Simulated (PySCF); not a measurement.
# C2H4BCl3Ge: electronic excitations

Wanted: the electronic excitations of C2H4BCl3Ge (`C=[CH][Ge@H]([Cl])[B](Cl)Cl`), by calculation.

Programs: PySCF 2.14.0, with density-fitted response routines of our own. Each step states its level of theory. These are calculated values for one molecule in the gas phase, unless marked as measured. Atoms are numbered from 0 throughout.

## Step 1: The molecule as given

11 atoms, charge 0, multiplicity 1; geometry from: GFN2-xTB.

Bonds of the start (Å): C0–C1 1.32, C1–Ge2 1.97, Ge2–Cl3 2.13, Ge2–B4 2.06, B4–Cl5 1.70, B4–Cl6 1.70, C0–H7 1.08, C0–H8 1.08, C1–H9 1.08, Ge2–H10 1.52.

## Step 2: Ultraviolet spectrum: wB97X-D/def2-SVPD

Job settings and geometry (Å):

```
{"job": {"kind": "uv", "xc": "wB97X-D", "basis": "def2-SVPD", "nstates": 8, "ntriplets": 3}, "charge": 0, "multiplicity": 1}
C     -1.554247    -0.014979    -1.191884
C     -1.316808    -0.501324     0.015436
Ge     0.424308    -0.393453     0.930156
Cl     0.035289     0.653102     2.744322
B      1.931127     0.598524    -0.074381
Cl     1.665646     2.178817    -0.650092
Cl     3.445939    -0.135905    -0.319690
H     -2.524242    -0.080330    -1.661649
H     -0.783004     0.471540    -1.769762
H     -2.120404    -0.975609     0.564734
H      0.801820    -1.797711     1.386845
```

Level: TDDFT wB97X-D/def2-SVPD, vertical, gas phase, core orbitals frozen in the response.

The run is started by

```
$ OMP_NUM_THREADS=1 python probes_run.py task.json out
```

This one command runs all jobs of the session in turn.

Predict these results of the whole session: lowest singlet (wB97X-D/def2-SVPD); brightest single state of those computed; lowest triplet.

As calculated:

| quantity | value |
| --- | --- |
| lowest singlet (wB97X-D/def2-SVPD) | 4.56 eV (272 nm), f = 0.008 |
| brightest single state of those computed | state 7, 6.81 eV, f = 0.095 |
| lowest triplet | 3.92 eV |

In words: The first singlet state (HOMO→LUMO 0.84) lies at 4.56 eV and is weak; of the 8 states computed, the strongest absorption comes from state 7 at 6.81 eV (the last state computed is bright too, and its partners may lie past the list). The lowest triplet lies 0.64 eV below the lowest singlet (triplets in Tamm-Dancoff, singlets in full TDDFT).
